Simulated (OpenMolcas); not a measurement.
# Ni³⁺ among point charges: CASSCF and CASPT2 levels and susceptibility

Aim: the splitting of the states of Ni³⁺ in the field of 5 point charges, its lowest levels with spin-orbit coupling and its magnetic susceptibility.

The numbers are computed with OpenMolcas 26.06 (state-averaged CASSCF and CASPT2, spin-orbit coupling by RASSI with atomic mean-field integrals), except any that are marked as measured or tabulated.

## 1. The system

- Species: Ni³⁺ (nickel, Z = 28, 25 electrons)
- Basis: ANO-RCC-VTZP [6s5p3d2f1g], 59 functions
- Scalar Hamiltonian: DKH2, point nucleus
- Inactive shells: 1s 2s 2p 3s 3p
- Active space: 7 electrons in 5 orbitals (3d)
- Some configurations of this space: 3d⁷
- Orbitals: optimised for each spin and parity, averaged over all roots

The outer shells:

3d7
```
3d [↑↓][↑↓][↑ ][↑ ][↑ ]
```

The ion sits among 5 point charges of -2.5 e arranged as a square pyramid (C4v), 2.08 Å from the ion.

The work runs as a chain of OpenMolcas steps in one folder; each step below is one input file. Labels, J, g values, rates, χT and fits are worked out afterwards by a script from the matrices that RASSI stores.

## 2. GATEWAY and SEWARD: basis and integrals

Input file a.inp:

```
&GATEWAY
Coord
1

Ni 0.0 0.0 0.0
Basis=ANO-RCC-VTZP
Group=NoSym
NoMove
AngMom=0.0 0.0 0.0
AMFI
XField
5 Angstrom 0
2.080000 0.000000 0.000000 -2.500000
0.000000 2.080000 0.000000 -2.500000
-2.080000 0.000000 0.000000 -2.500000
0.000000 -2.080000 0.000000 -2.500000
0.000000 0.000000 2.080000 -2.500000
&SEWARD
```

Run with:

```
$ OMP_NUM_THREADS=1 MOLCAS_MEM=1689 MOLCAS_PROJECT=a pymolcas a.inp > a.log
```

## 3. Reference wave functions, quartets, 10 roots

Input file a.inp:

```
&RASSCF
FileOrb=start.orb
Symmetry=1
Spin=4
nActEl=7 0 0
Inactive=9
Ras2=5
CIRoot=10 10 1
SDav=10
CIMx=300
Iter=120 100
PrWF=0.3
OrbListing=Nothing
MaxOrb=0
>>> COPY $Project.JobIph JOB001
```

start.orb holds the contracted functions of the basis, ordered by shell, or the orbitals of the step before.

## 4. Reference wave functions, doublets, 40 roots

Input file a.inp:

```
&RASSCF
FileOrb=start.orb
Symmetry=1
Spin=2
nActEl=7 0 0
Inactive=9
Ras2=5
CIRoot=40 40 1
SDav=40
CIMx=300
Iter=120 100
PrWF=0.3
OrbListing=Nothing
MaxOrb=0
>>> COPY $Project.JobIph JOB002
```

## 5. State interaction with spin-orbit coupling

Input file a.inp:

```
&RASSI
NrOfJobIphs=2 10 40
1 2 3 4 5 6 7 8 9 10
1 2 3 4 5 6 7 8 9 10 11 12 13 14 15 16 17 18 19 20 21 22 23 24 25 26 27
28 29 30 31 32 33 34 35 36 37 38 39 40
IphNames
JOB001
JOB002
EJob
SpinOrbit
DIPRint=1.0
SOCoupling=1000.0
Subsets=2
Property=9
'ANGMOM' 1 'ANGMOM' 2 'ANGMOM' 3 'MLTPL  1' 1 'MLTPL  1' 2 'MLTPL  1' 3
'AMFI' 1 'AMFI' 2 'AMFI' 3
SOProperty=3
'ANGMOM' 1 'ANGMOM' 2 'ANGMOM' 3
```

## 6. CASPT2: IPEA 0.25, imaginary shift 0.1 (closed shells correlated: 3s 3p)

Input file a.inp:

```
>>> COPY JOB001 $Project.JobIph
&CASPT2
Multistate=10 1 2 3 4 5 6 7 8 9 10
NoMult
Frozen=5
IPEA=0.25
Imaginary=0.1
MaxIter=60
WThr=0.0 0.3 0.05
PrWF=0.5
NoMix
>>> COPY JOB002 $Project.JobIph
&CASPT2
Multistate=40 1 2 3 4 5 6 7 8 9 10 11 12 13 14 15 16 17 18 19 20 21 22
23 24 25 26 27 28 29 30 31 32 33 34 35 36 37 38 39 40
NoMult
Frozen=5
IPEA=0.25
Imaginary=0.1
MaxIter=60
WThr=0.0 0.3 0.05
PrWF=0.5
NoMix
```

(Steps that only read results are left out.)

Before running it: what results should come out? Wanted: spin-free ground state; first state of the same spin within the active space; lowest level; next level.

The runs gave:

```
                                            quantity                                                                        value
                                              method  SS-CASPT2, IPEA 0.25, imaginary shift 0.1 (closed shells correlated: 3s 3p)
                              spin-free ground state                                          quartet, 2-fold in its orbital part
first state of the same spin within the active space                                                         quartet at 37.6 cm⁻¹
                                        lowest level                                                 2-fold, g = 1.51, 6.54, 6.54
                                          next level                                                                   169.0 cm⁻¹
                                         χT at 300 K                                                               4.85 cm³ K/mol
                           effective moment at 300 K                                                                      6.23 μB
```

Cost by method:

| method | time of its own steps | time with the reference |
| --- | --- | --- |
| A. CASSCF | 10 s | 10 s |
| B. SS-CASPT2, IPEA 0.25, imaginary shift 0.1, +3s 3p | 11 s | 21 s |

Times are of one thread on a shared host.

In words: The spin-free ground state (quartet) comes to 98 % from free-ion F terms and keeps the highest spin of the shell. χT at 300 K is 4.85, against 1.88 cm³ K/mol for the spin alone, so orbital moment adds to it. An active space of the d shell alone favours high spin; real ions in strong fields can be low spin. The field of point charges can differ much from that of real complexes. With metal d orbitals alone active, the gaps between spin states are rough; where two lie within a few thousand cm-1, their order is open. This is an electrostatic model: the charges have no orbitals.
